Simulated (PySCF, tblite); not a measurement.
**C6H10O4: geometry, infrared bands and NMR shifts**

Aim: predict the infrared bands and NMR shifts of C6H10O4 (`CCOC(=O)[C@H](C)OC=O`).

The runs use tblite 0.8.0 and PySCF 2.14.0, with density-fitted response routines of our own; the level of theory stands in each step. All values are computed, except where a source is named. Atoms count from 0, in the outputs and in this text.

### 1 The molecule as given

20 atoms, charge 0, multiplicity 1; geometry from: force field or distance geometry start.

Bonds of the start (Å): C0–C1 1.50, C1–O2 1.42, O2–C3 1.38, C3–O4 1.24, C3–C5 1.48, C5–C6 1.53, C5–O7 1.42, O7–C8 1.40, C8–O9 1.26, C0–H10 1.13, C0–H11 1.10, C0–H12 1.11, C1–H13 1.10, C1–H14 1.10, C5–H15 1.12, C6–H16 1.10, C6–H17 1.10, C6–H18 1.11, C8–H19 1.07.

### 2 Relaxing the molecule with GFN2-xTB

What the job is given:

```
{"job": {"kind": "relax", "xc": "GFN2-xTB", "basis": "xTB"}, "charge": 0, "multiplicity": 1}
C     -2.915100     0.232800    -0.857300
C     -2.409200    -0.552900     0.314600
O     -1.070100    -0.221500     0.667600
C     -0.048000    -0.365200    -0.250800
O     -0.188300    -0.813400    -1.396900
C      1.309800     0.010600     0.201900
C      1.365100     1.515700     0.486900
O      2.224100    -0.216500    -0.855300
C      3.311800    -1.063500    -0.630100
O      3.406700    -1.560100     0.527000
H     -3.545400     1.068000    -0.441200
H     -2.123600     0.663300    -1.484800
H     -3.623100    -0.426600    -1.402100
H     -3.042500    -0.338800     1.188200
H     -2.490100    -1.632500     0.105900
H      1.599400    -0.528600     1.141300
H      0.583800     1.978400    -0.136900
H      2.385000     1.833200     0.212200
H      1.214400     1.721100     1.571900
H      4.050100    -1.292900    -1.374800
```

Started as:

```bash
> OMP_NUM_THREADS=1 python probes_run.py task.json out
```

One launch serves the whole session: the jobs run in the order shown.

**Question.** This job is followed by: GFN2-xTB harmonic vibrations, gas phase; GIAO PBE0/pcSseg-1 NMR shielding, non-relativistic, gas phase. What will the session give for the following? strongest single infrared mode (GFN2-xTB); zero-point energy (GFN2-xTB); 13C shifts against TMS (PBE0/pcSseg-1); 1H shifts against TMS (PBE0/pcSseg-1, means over atoms taken as alike); 17O shifts against H2O (PBE0/pcSseg-1).

**Answer**, as computed:

```
                                                              quantity                                     value
                             strongest single infrared mode (GFN2-xTB)                     1781 cm⁻¹, 497 km/mol
                                          zero-point energy (GFN2-xTB)                             98.4 kcal/mol
                                13C shifts against TMS (PBE0/pcSseg-1)  178.6, 165.8, 74.1, 64.2, 18.9, 16.4 ppm
1H shifts against TMS (PBE0/pcSseg-1, means over atoms taken as alike)    8.08, 5.00, 4.80, 3.97, 1.57, 1.29 ppm
                                17O shifts against H2O (PBE0/pcSseg-1)            452.3, 410.2, 233.4, 213.0 ppm
```

In words: The optimisation took 192 steps and gained 1.193 eV; among the close pairs (by a distance rule), O7–C8 changed most, from 1.397 to 1.321 Å. All 54 modes are real, so the xTB geometry is a minimum. The strongest single mode, at 1781 cm⁻¹, is carried by C8, O9, C3, O4. Unscaled tight-binding wavenumbers are off by several per cent, some by more. Its intensities can rank the bands wrongly.
